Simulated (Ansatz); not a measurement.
This script drives the Python package of Ansatz (0.2.0).

The script, `ch4bfte_freq.py`:
```python
# -*- coding: utf-8 -*-
"""Vibrations of CH4BFTe."""

from dataclasses import dataclass

import ansatz as az
from ase import Atoms
import numpy as np


@dataclass(frozen=True)
class RunConfig:
    basis: str = "def2-SVP"
    xc: str = "pbe0"


cfg = RunConfig()


def main():
    atoms = Atoms(["C", "Te", "B", "F", "H", "H", "H", "H"], positions=[
        (-0.5872, 1.0528, -0.4882),
        (-0.3262, 0.3526, 1.4849),
        (0.6877, -1.4198, 0.666),
        (2.218, -1.3647, 0.4367),
        (-1.2319, 0.3586, -1.0985),
        (-1.1816, 2.078, -0.4516),
        (0.3704, 1.2563, -0.9936),
        (0.143, -2.3708, 0.3885),
    ])
    ch4bfte = az.Crystal.molecule_from_ase(atoms)

    calculation = (
        ch4bfte.calculation()
        .basis(gaussian=cfg.basis)
        .functional(cfg.xc)
    )
    symbols = [site.symbol for site in ch4bfte.cartesian_sites]
    start = np.array([site.position_ang for site in ch4bfte.cartesian_sites], dtype=float)
    rep = calculation.relax(force_tolerance=0.003).run().report
    end = np.array(rep["positions_ang"])

    print("bond        before    after (A)")
    for i, j in [(0, 1), (0, 4), (0, 5), (0, 6), (1, 2), (2, 3), (2, 7)]:
        d0, d1 = (np.linalg.norm(xyz[i] - xyz[j]) for xyz in (start, end))
        print(f"{symbols[i]}{i}-{symbols[j]}{j}".ljust(10), f"{d0:8.4f} {d1:8.4f}")
    for i, j, k in [(1, 0, 4), (1, 0, 5), (1, 0, 6), (4, 0, 5), (4, 0, 6), (5, 0, 6), (0, 1, 2), (1, 2, 3)]:
        u, v = end[i] - end[j], end[k] - end[j]
        print(f"angle {symbols[i]}{i}-{symbols[j]}{j}-{symbols[k]}{k}: {np.degrees(np.arccos(np.clip(u @ v / np.linalg.norm(u) / np.linalg.norm(v), -1, 1))):.2f} deg")

    # frequencies need a stationary point, so they are taken at the relaxed geometry
    minimum = az.Crystal.molecule()
    for symbol, xyz in zip(symbols, end):
        minimum = minimum.atom(symbol, xyz.tolist())
    vibrating = (
        minimum.calculation()
        .basis(gaussian=cfg.basis)
        .functional(cfg.xc)
        .phonons(temperatures=(298.15, 498.15, 100))
    )
    vib = vibrating.run().report["vibrations"]
    sums = vib["harmonic_sums"]
    modes = [m["omega_inv_cm"] for m in sums["modes_at_gamma"] if m["rigid_motion"] == "no"]
    for number, w in enumerate(modes, start=1):
        print(f"mode {number:2d} {w:9.1f} 1/cm {w / 8065.544 * 1000:8.2f} meV")
    print("imaginary modes:", sum(w < 0 for w in modes), " zero-point energy:", round(sums["zero_point_energy_ev"], 4), "eV")
    print("T (K)   F_vib (eV)   S_vib (meV/K)   C_vib (meV/K)")
    for row in zip(sums["temperatures_k"], sums["vibrational_free_energy_ev"], vib["entropy_ev_per_k"], vib["heat_capacity_ev_per_k"]):
        print(f"{row[0]:6.1f} {row[1]:11.4f} {1000 * row[2]:13.4f} {1000 * row[3]:15.4f}")

    # all hydrogen replaced by deuterium
    heavier = vibrating.phonons(masses={"H": 2.014102}).run().report["vibrations"]["harmonic_sums"]
    print("deuterated (1/cm):", " ".join(f"{m['omega_inv_cm']:.0f}" for m in heavier["modes_at_gamma"] if m["rigid_motion"] == "no"))
    print("zero-point energy falls by", round(sums["zero_point_energy_ev"] - heavier["zero_point_energy_ev"], 4), "eV")


if __name__ == "__main__":
    main()
```

It is started by `python ch4bfte_freq.py`. Estimate its wall time and peak memory on 1 thread of AMD EPYC 9B45 (Zen 5), on a shared host.

It took about 3 min, with a peak of 0.28 GiB, for 3 runs of the engine.

`python ch4bfte_freq.py` gives:
```text
bond        before    after (A)
C0-Te1       2.1099   2.1589
C0-H4        1.1270   1.0974
C0-H5        1.1856   1.0965
C0-H6        1.1017   1.0965
Te1-B2       2.2000   2.1398
B2-F3        1.5484   1.3214
B2-H7        1.1305   1.2108
angle Te1-C0-H4: 108.36 deg
angle Te1-C0-H5: 108.99 deg
angle Te1-C0-H6: 108.99 deg
angle H4-C0-H5: 110.09 deg
angle H4-C0-H6: 110.09 deg
angle H5-C0-H6: 110.27 deg
angle C0-Te1-B2: 94.98 deg
angle Te1-B2-F3: 120.00 deg
mode  1      67.5 1/cm     8.37 meV
mode  2     141.4 1/cm    17.53 meV
mode  3     174.4 1/cm    21.62 meV
mode  4     291.9 1/cm    36.19 meV
mode  5     536.0 1/cm    66.45 meV
mode  6     605.2 1/cm    75.04 meV
mode  7     769.2 1/cm    95.37 meV
mode  8     845.3 1/cm   104.80 meV
mode  9     853.2 1/cm   105.79 meV
mode 10    1077.3 1/cm   133.57 meV
mode 11    1245.9 1/cm   154.48 meV
mode 12    1309.4 1/cm   162.34 meV
mode 13    1432.5 1/cm   177.61 meV
mode 14    1443.0 1/cm   178.91 meV
mode 15    2621.7 1/cm   325.05 meV
mode 16    3088.3 1/cm   382.90 meV
mode 17    3217.9 1/cm   398.97 meV
mode 18    3220.9 1/cm   399.34 meV
imaginary modes: 0  zero-point energy: 1.4222 eV
T (K)   F_vib (eV)   S_vib (meV/K)   C_vib (meV/K)
 298.1      1.3443        0.5468          0.5330
 398.1      1.2808        0.7212          0.6762
 498.1      1.2003        0.8860          0.7948
deuterated (1/cm): 49 130 152 288 495 540 628 637 642 845 952 1037 1045 1293 1944 2210 2388 2391
zero-point energy falls by 0.3269 eV
```

The frequencies are harmonic and unscaled, in a modest basis. The result belongs to the one conformer reached from this start, and soft torsions count as harmonic oscillators. def2 sets replace the cores of elements past krypton by effective core potentials.

(A comment or docstring line of the script was reworded after the run, the code is as it ran; lines on the test bed's own set-up are left out of the output.)
